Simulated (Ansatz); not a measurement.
# CHBClF2N: one species, many methods

An exercise on one series of results from a longer session: the logs are not shown, and one member is left open.

Program: Ansatz 0.2.0, Gaussian basis. Level of theory: functionals in def2-TZVPP, the program's frozen cores in correlated methods. These are calculated values, not measurements.

Levels to be run: LDA (SPW92), PBE-D4, revPBE-D4, BLYP-D4, r2SCAN-D4, B97M-V, PBE0-D4, B3LYP-D4, r2SCANh-D4, r2SCAN0-D4, HSE06-D4, BHLYP-D4, CAM-B3LYP-D4, LC-ωPBE, ωB97X-V, ωB97M-V, B2PLYP, PBE-QIDH; CCSD(T)/def2-SVP; CCSD(T)/def2-TZVPP; MP2/def2-QZVPP; extrapolation to the limit; RPA on PBE.

## The relaxed structure

An earlier PBE0-D4 in a triple-zeta def2 set relaxation fixed the geometry.

SMILES `N=C(F)B(F)Cl`, 7 atoms, charge 0, spin multiplicity 1.

Atoms are counted from 1 here; the program's logs count them from 0.

Bond lengths: N1–C2 1.249 Å, N1–H7 1.021 Å, C2–F3 1.349 Å, C2–B4 1.583 Å, B4–F5 1.306 Å, B4–Cl6 1.736 Å. Angles: C2–N1–H7 112.3°, N1–C2–F3 122.6°, N1–C2–B4 122.3°, F3–C2–B4 115.1°, C2–B4–F5 118.7°, C2–B4–Cl6 121.4°, F5–B4–Cl6 119.9°.

The first run:

File in.yaml:

```yaml
crystal:
  periodic: [false, false, false]
  atoms:
    - {symbol: N, position_ang: [0.889016, -1.240689, 0.174868]}
    - {symbol: C, position_ang: [-0.085078, -0.459491, 0.145105]}
    - {symbol: F, position_ang: [-1.328382, -0.833554, 0.511334]}
    - {symbol: B, position_ang: [0.051034, 1.045163, -0.326206]}
    - {symbol: F, position_ang: [1.223692, 1.482543, -0.698738]}
    - {symbol: Cl, position_ang: [-1.318710, 2.110586, -0.355111]}
    - {symbol: H, position_ang: [0.629527, -2.172459, 0.503047]}
basis:
  gaussian: {orbitals: def2-TZVPP}
hamiltonian: {xc: lda}
output: {orbitals: {seedname: orbitals}}
```

Launch:

```console
$ ansatz run in.yaml --threads 4 --pin off --events-out ev --progress --plain --max-ram 10444MiB
```

Among the steps run: LDA; PBE-D4 (GGA); revPBE-D4 (GGA); BLYP-D4 (GGA); r2SCAN-D4 (meta-GGA); B97M-V (meta-GGA); B3LYP-D4 (hybrid); r2SCANh-D4 (hybrid); r2SCAN0-D4 (hybrid); HSE06-D4 (hybrid); BHLYP-D4 (hybrid); CAM-B3LYP-D4 (range-separated); LC-ωPBE (range-separated); ωB97X-V (range-separated); ωB97M-V (range-separated); B2PLYP (double hybrid); PBE-QIDH (double hybrid).

One table of the session follows, with a row left open; its other results are not shown here.

It belongs to the step «Orbital energies across the functionals». 

| functional | HOMO (eV) | LUMO (eV) | gap (eV) |
| --- | --- | --- | --- |
| LDA (SPW92) | -7.58 | -3.65 | 3.93 |
| PBE-D4 | -7.44 | -3.35 | 4.08 |
| revPBE-D4 | -7.37 | -3.24 | 4.13 |
| BLYP-D4 | -7.33 | -3.21 | 4.12 |
| r2SCAN-D4 | -7.84 | -3.20 | 4.64 |
| B97M-V | -8.04 | -3.10 | 4.94 |
| PBE0-D4 | -9.09 | -2.43 | 6.67 |
| B3LYP-D4 | -8.83 | -2.64 | 6.18 |
| r2SCANh-D4 | -8.45 | -2.86 | 5.60 |
| r2SCAN0-D4 | -9.37 | -2.33 | 7.03 |
| HSE06-D4 | -8.69 | -2.81 | 5.87 |
| BHLYP-D4 | -10.66 | -1.35 | 9.31 |
| CAM-B3LYP-D4 | -10.56 | -1.27 | 9.30 |
| LC-ωPBE | -11.93 | -0.06 | 11.86 |
| ωB97X-V | -11.59 | -0.12 | 11.47 |
| ωB97M-V | ? | ? | ? |

Q: Estimate the row for ωB97M-V from the others.

**Answer.** HOMO (eV): -11.47; LUMO (eV): -0.21; gap (eV): 11.26. In the column «HOMO (eV)» it lies between ωB97X-V (-11.59) and BHLYP-D4 (-10.66).
